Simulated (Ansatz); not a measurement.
# C2H7FSi2, SMILES F[SiH2]C=C[SiH3]: vertical spin-state energies

With Ansatz's Python interface.

Run as a notebook:

**Cell 1**
```python
import warnings

import ansatz as az
```

**Cell 2**
```python
warnings.simplefilter('ignore', az.DeckWarning)

geometry_ang = [
    ('F', [-1.8282, 1.069, -1.0516]),
    ('Si', [-1.396, 1.2693, 0.5166]),
    ('C', [-0.468, -0.2602, 1.0629]),
    ('C', [0.5135, -0.9217, 0.4806]),
    ('Si', [1.3419, -0.6842, -1.1662]),
    ('H', [-2.6066, 1.4594, 1.3295]),
    ('H', [-0.4966, 2.4436, 0.622]),
    ('H', [-0.8585, -0.5515, 2.047]),
    ('H', [0.8767, -1.8178, 0.9647]),
    ('H', [1.5937, 0.6988, -1.4132]),
    ('H', [0.5128, -1.2449, -2.2905]),
    ('H', [2.6331, -1.405, -1.1624]),
]
c2h7fsi2 = az.Crystal.molecule()
for symbol, xyz in geometry_ang:
    c2h7fsi2 = c2h7fsi2.atom(symbol, xyz)

setup = c2h7fsi2.calculation()
setup = setup.basis(gaussian='cc-pVDZ')
setup = setup.functional('r2SCAN')
found = {}
for unpaired in [0, 2, 4]:
    rep = setup.spin('collinear', total=unpaired).run().report
    s = unpaired / 2
    found[unpaired] = rep['free_energy_ev']
    print(f'2S+1 = {unpaired + 1}: E = {found[unpaired]:.5f} eV, <S^2> = {abs(rep["mean_field"]["state"]["spin_squared"]):.3f} (pure state {s * (s + 1):.2f})')
lowest = min(found, key=found.get)
for unpaired, e in found.items():
    print(f'multiplicity {unpaired + 1}: {(e - found[lowest]):.3f} eV above the lowest')
```
Output:
```text
2S+1 = 1: E = -20656.49578 eV, <S^2> = 0.000 (pure state 0.00)
2S+1 = 3: E = -20652.71784 eV, <S^2> = 2.010 (pure state 2.00)
2S+1 = 5: E = -20645.93217 eV, <S^2> = 6.011 (pure state 6.00)
multiplicity 1: 0.000 eV above the lowest
multiplicity 3: 3.778 eV above the lowest
multiplicity 5: 10.564 eV above the lowest
```

In order: multiplicity 1 (+0.00 eV), multiplicity 3 (+3.78 eV) and multiplicity 5 (+10.56 eV), all at the one geometry.

Notes:
- Total energies depend on the basis set; only differences at equal settings carry meaning.
- The geometry is a force-field or estimated start, not a minimum of this method, and the basis set is short of its limit. All parts are taken at fixed geometry, without zero-point energy.
- The whole script took 98 s on 1 thread of Arm Neoverse V1, with other jobs on the host, peak memory 0.34 GiB.
